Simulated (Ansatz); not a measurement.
This script makes the interaction energy of a dimer with the counterpoise correction of Br2 with Ansatz 0.2.0 through its Python package.

The script, `dimer_br2.py`:
```python
"""Interaction energy of two Br2 molecules, with the counterpoise correction."""

import ansatz

params = {
    "basis": "def2-SVPD",
    "level": "MP2",
}

FIRST = [
    ("Br", (0.0, 0.0, -1.115)),
    ("Br", (0.0, 0.0, 1.115)),
]
SECOND = [
    ("Br", (-1.7532, 3.1367, -2.0268)),
    ("Br", (-2.6074, 5.1336, -1.5212)),
]

def energy(atoms, ghosts=()):
    molecule = ansatz.Crystal.molecule()
    for symbol, xyz in atoms:
        molecule = molecule.atom(symbol, xyz)
    calc = (
        molecule.calculation()
        .basis(gaussian=params["basis"])
        .correlation(params["level"])
    )
    deck = calc.input()
    if ghosts:
        deck = deck.set(ansatz.key.basis.gaussian.ghost_atoms, [{"symbol": s, "position_ang": list(xyz)} for s, xyz in ghosts])
    return ansatz.Session.from_dict(deck).plan().execute().report["free_energy_ev"]


def main() -> None:
    # monomers in their own basis and in the basis of the dimer
    both = energy(FIRST + SECOND)
    alone = energy(FIRST) + energy(SECOND)
    ghosted = energy(FIRST, SECOND) + energy(SECOND, FIRST)
    print(f"dimer {both:.6f} eV")
    print(f"interaction, uncorrected   {96.485332 * (both - alone):8.3f} kJ/mol")
    print(f"interaction, counterpoise  {96.485332 * (both - ghosted):8.3f} kJ/mol")
    print(f"basis-set superposition    {96.485332 * (alone - ghosted):8.3f} kJ/mol")


if __name__ == "__main__":
    main()
```

How large is the interaction at this pose, and how much of it is basis-set superposition?

Uncorrected it is -9.900 kJ/mol, with the counterpoise correction -3.676 kJ/mol; the difference, 6.22 kJ/mol, is the superposition error.

What the script printed:

```console
$ python dimer_br2.py
dimer -279986.735016 eV
interaction, uncorrected     -9.900 kJ/mol
interaction, counterpoise    -3.676 kJ/mol
basis-set superposition       6.224 kJ/mol
```

Caveats:
- These settings explore the input space; basis and method may be short of convergence.
- The dimer is a generated trial pose of unrelaxed monomers, not a minimum, so the figure is no binding energy, and the basis set is small.
- The spin state was assumed, and another may lie lower.
- The whole script took 26 s on 1 thread of Arm Neoverse V2, on a shared host, peak memory 0.56 GiB.

(Lines on the test bed's own set-up are left out of the output.)
